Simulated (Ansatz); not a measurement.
**CH4BGeI: how energies converge with the basis set**

An exercise on one series of results from a longer session: the logs are not shown, and one member is left open.

Computed with Ansatz 0.2.0, Gaussian basis. Level: one geometry, several basis sets.

The runs, in order: PBE0-D4/def2-SVP; ωB97M-V/def2-SVP; PBE0-D4/def2-QZVPP; ωB97M-V/def2-QZVPP; the functionals' def2-TZVPP values are taken from earlier runs.

### Structure used throughout

All runs share one geometry, relaxed beforehand with PBE0-D4 in a triple-zeta def2 set. I takes the def2 core potential; no spin-orbit term is included.

SMILES `[I][GeH]1[BH][CH2]1`, 8 atoms, charge 0, spin multiplicity 1.

Atoms are counted from 1 here; the program's logs count them from 0.

Bond lengths: I1–Ge2 2.509 Å, Ge2–B3 1.968 Å, Ge2–C4 2.356 Å, Ge2–H5 1.539 Å, B3–C4 1.455 Å, B3–H6 1.185 Å, C4–H7 1.090 Å, C4–H8 1.091 Å. Angles: I1–Ge2–B3 122.2°, I1–Ge2–C4 129.4°, I1–Ge2–H5 105.3°, B3–Ge2–C4 38.0°, B3–Ge2–H5 126.8°, C4–Ge2–H5 93.8°, Ge2–B3–C4 85.6°, Ge2–B3–H6 128.4°, C4–B3–H6 135.8°, Ge2–C4–B3 56.4°, Ge2–C4–H7 81.6°, Ge2–C4–H8 145.3°, B3–C4–H7 126.9°, B3–C4–H8 121.4°, H7–C4–H8 111.7°.

The first run:

Input file in.yaml:

```yaml
crystal:
  periodic: [false, false, false]
  atoms:
    - {symbol: I, position_ang: [-2.160635, 2.193716, -1.035651]}
    - {symbol: Ge, position_ang: [0.020729, 1.070649, -0.509472]}
    - {symbol: B, position_ang: [0.287067, 0.015239, 1.130576]}
    - {symbol: C, position_ang: [0.431635, -1.125158, 0.238062]}
    - {symbol: H, position_ang: [0.698689, 0.842320, -1.871741]}
    - {symbol: H, position_ang: [-0.174258, 0.199260, 2.206462]}
    - {symbol: H, position_ang: [1.005376, -1.161976, -0.687761]}
    - {symbol: H, position_ang: [-0.016502, -2.091150, 0.473722]}
basis:
  gaussian: {orbitals: def2-SVP}
hamiltonian: {xc: pbe0, dispersion: d4}
output: {orbitals: {seedname: orbitals}}
```

The run is started by

```bash
> ansatz run in.yaml --threads 4 --pin off --events-out ev --progress --plain --max-ram 10444MiB
```

Among the steps run: PBE0-D4 in def2-SVP; ωB97M-V in def2-SVP; PBE0-D4 in def2-QZVPP; ωB97M-V in def2-QZVPP.

One of the session's tables, all rows but one given; the rest of the session is left out.

It belongs to the step «Density functionals: the series». 

```
functional       basis  HOMO (eV)  LUMO (eV)
   PBE0-D4    def2-SVP      -6.99      -1.87
   PBE0-D4  def2-TZVPP      -7.01      -1.91
   PBE0-D4  def2-QZVPP      -7.02      -1.94
   ωB97M-V    def2-SVP          ?          ?
   ωB97M-V  def2-TZVPP      -9.00      -0.09
   ωB97M-V  def2-QZVPP      -9.01      -0.17
```

Estimate the missing values for ωB97M-V, def2-SVP.

The run gave: HOMO (eV): -8.95; LUMO (eV): -0.01. In the column «HOMO (eV)» it lies between ωB97M-V, def2-TZVPP (-9.00) and PBE0-D4, def2-QZVPP (-7.02).
